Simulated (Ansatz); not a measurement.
InAg3:

```xyz
4
Lattice="3.0855 0.0000 0.0000 -1.5428 2.6721 0.0000 0.0000 0.0000 9.4733" Properties=species:S:1:pos:R:3 pbc="T T T"
In    0.0000    0.0000    0.0000
Ag    0.0000    1.7814    7.0747
Ag    0.0000    1.7814    2.3986
Ag    0.0000    0.0000    4.7366
```

The cell comes from a database or a generator and needn't be the stable form of this composition.

| Quantity | Value |
| --- | --- |
| Program | Ansatz 0.2.0 |
| Task | single point |
| Functional | PBEsol |
| Potentials or basis | all-electron LAPW, scalar-relativistic |
| Cutoff | 231 eV (chosen from the basis error) |
| Basis error allowed | 0.001 eV/atom |
| k mesh | 10 × 10 × 3 |
| Occupations | fermi-dirac, width 0.05 eV |
| Spin | no spin polarisation |

On this cell: pressure -5.9 GPa; largest force 0.177 eV/Å; band gap on the k mesh none (metal or under the smearing width).

The same run follows on a disturbed copy (atoms moved at random, drawn with an rms of 0.05 Å):

```xyz
4
Lattice="3.0855 0.0000 0.0000 -1.5428 2.6721 0.0000 0.0000 0.0000 9.4733" Properties=species:S:1:pos:R:3 pbc="T T T"
In   -0.0019   -0.0411   -0.0167
Ag    0.0166    1.8237    7.1151
Ag   -0.0430    1.7506    2.3869
Ag    0.0280   -0.0156    4.7036
```

**Question.** What does the disturbed cell give?

**Answer.** The energy (extrapolated to zero smearing) moves by +5.5 meV/atom; pressure -5.8 GPa; largest force 0.431 eV/Å; band gap on the k mesh none (metal or under the smearing width).

Forces on the atoms (eV/Å):
```
In  -0.004  0.045  0.149
Ag  -0.009 -0.060 -0.427
Ag   0.054  0.003  0.117
Ag  -0.040  0.012  0.161
```

Stress tensor (GPa, compression positive):
```
-5.65 -0.08  0.01
-0.08 -5.75  0.08
 0.01  0.08 -5.94
```
